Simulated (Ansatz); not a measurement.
# ClH8NSi2: the cost of one run

Computed with Ansatz 0.2.0, Gaussian basis. Level: PBE0-D4, def2-SVP first, then def2-TZVP.

152 further runs of the same task are left out: 152 set aside as unsound or not needed.

## (1) The system as given

The guess: 12 atoms, charge 0, spin multiplicity 1.

Atoms are counted from 1 here; the program's logs count them from 0.

Bond lengths: Si1–H3 1.451 Å, Si1–H4 1.460 Å, Si1–N5 1.700 Å, N5–H8 1.011 Å, N5–H9 1.008 Å, H6–Si7 1.702 Å, Si7–H10 1.467 Å, Si7–H11 1.464 Å, Si7–H12 1.468 Å. Angles: H3–Si1–H4 116.4°, H3–Si1–N5 110.5°, H4–Si1–N5 107.6°, Si1–N5–H8 116.4°, Si1–N5–H9 121.5°, H8–N5–H9 110.3°, H6–Si7–H10 117.1°, H6–Si7–H11 93.6°, H6–Si7–H12 125.3°, H10–Si7–H11 105.9°, H10–Si7–H12 106.4°, H11–Si7–H12 105.2°.

As a file:

```xyz
12
charge 0, multiplicity 1
Si   -1.1101    0.0513    0.3462
Cl    0.9070   -2.2608   -0.9624
H    -2.0218   -0.4411   -0.6690
H    -1.5013    1.2807    1.0296
N    -0.8462   -1.1348    1.5350
H     0.6665   -0.5301   -0.7853
Si    1.0046    1.1317   -0.9297
H    -0.5048   -2.0297    1.2099
H    -0.4328   -0.9051    2.4251
H     1.5767    1.8015    0.2433
H     2.1198    0.9175   -1.8530
H     0.1424    2.1190   -1.5898
```

Distances that are to change: Si1–Si7 2.70 Å, Cl2–H6 1.76 Å, Si1–Cl2 3.34 Å, H6–Si7 1.70 Å.

## (2) Relaxing the guess with the reacting distances held

File hold/in.yaml:

```yaml
crystal:
  periodic: [false, false, false]
  atoms:
    - {symbol: Si, position_ang: [-1.110100, 0.051300, 0.346200]}
    - {symbol: Cl, position_ang: [0.907000, -2.260800, -0.962400]}
    - {symbol: H, position_ang: [-2.021800, -0.441100, -0.669000]}
    - {symbol: H, position_ang: [-1.501300, 1.280700, 1.029600]}
    - {symbol: N, position_ang: [-0.846200, -1.134800, 1.535000]}
    - {symbol: H, position_ang: [0.666500, -0.530100, -0.785300]}
    - {symbol: Si, position_ang: [1.004600, 1.131700, -0.929700]}
    - {symbol: H, position_ang: [-0.504800, -2.029700, 1.209900]}
    - {symbol: H, position_ang: [-0.432800, -0.905100, 2.425100]}
    - {symbol: H, position_ang: [1.576700, 1.801500, 0.243300]}
    - {symbol: H, position_ang: [2.119800, 0.917500, -1.853000]}
    - {symbol: H, position_ang: [0.142400, 2.119000, -1.589800]}
basis:
  gaussian: {orbitals: def2-SVP}
hamiltonian: {xc: pbe0, dispersion: d4}
relax: {f_tol: 0.04, max_steps: 150, escape_saddle: false, constraints: [{distance: [0, 6]}, {distance: [1, 5]}, {distance: [0, 1]}, {distance: [5, 6]}]}
```

Launch:

```bash
$ ansatz run in.yaml --threads 4 --pin off --events-out ev --progress --plain --max-ram 9574MiB
```

**Question.** How long does this run take on 4 threads of Intel Xeon at 2.50GHz, shared host?

About 39 s.
